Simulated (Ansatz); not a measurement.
## C2H5NSi, SMILES [SiH3]N1C=C1: a rigid torsion scan, step by step

With the Ansatz DFT code, driven from Python.

Run as a notebook:

In [1]:
```python
import ansatz as az
from ase import Atoms

BASIS = "6-31G*"
FUNCTIONAL = "b3lyp"
VDW = "d4"
FORCE_TOL = 0.02
```

In [2]:
```python
atoms = Atoms(["Si", "N", "C", "C", "H", "H", "H", "H", "H"], positions=[
    (0.0095, 0.669, -1.0156),
    (-0.6841, -0.032, 0.3335),
    (-0.2453, -0.2103, 1.579),
    (-0.4715, -1.261, 0.854),
    (1.3968, 0.3349, -1.1583),
    (-0.157, 2.202, -0.89),
    (-0.7391, 0.2498, -2.2295),
    (0.8268, 0.0188, 1.9368),
    (0.1524, -2.0175, 0.5731),
])
```

In [3]:
```python
first = (
    az.Crystal.molecule_from_ase(atoms).calculation()
    .basis(gaussian=BASIS)
    .functional(FUNCTIONAL, dispersion=VDW)
    .relax(force_tolerance=FORCE_TOL, max_steps=80)
)
atoms.positions = first.run().report["positions_ang"]
```

In [4]:
```python
start = atoms.get_dihedral(2, 1, 0, 4)
energies = {}
for turn in range(0, 121, 15):
    turned = atoms.copy()
    turned.set_dihedral(2, 1, 0, 4, start + turn, indices=[0, 4, 5, 6])
    job = (
        az.Crystal.molecule_from_ase(turned).calculation()
        .basis(gaussian=BASIS)
        .functional(FUNCTIONAL, dispersion=VDW)
    )
    energies[round((start + turn) % 360)] = job.run().report["free_energy_ev"]
floor = min(energies.values())
print("dihedral C2-N1-Si0-H4 (deg)   E - E(min) (eV)")
for angle, e in sorted(energies.items()):
    print(f"{angle:8d} {(e - floor):14.3f}  " + "#" * int(30 * (e - floor) / max(max(energies.values()) - floor, 1e-9)))
```
```text
dihedral C2-N1-Si0-H4 (deg)   E - E(min) (eV)
      28          0.000
      43          0.007  ###
      58          0.027  ############
      73          0.050  #######################
      88          0.065  #############################
     103          0.065  ##############################
     118          0.054  #########################
     133          0.042  ###################
     148          0.038  #################
```

The scan is rigid and the energies are electronic, in a modest basis. With rigid groups the curve can differ much from the relaxed path, the start wasn't checked as a minimum of this torsion, and equivalent turns needn't return to the same energy. b3lyp holds the VWN-RPA fit, as in Gaussian; the form of ORCA and Turbomole is b3lyp5. Finished in 52 s on 1 thread of Arm Neoverse V1, with other jobs on the host, peak memory 0.22 GiB.

(Lines on the test bed's own set-up are left out of the output.)
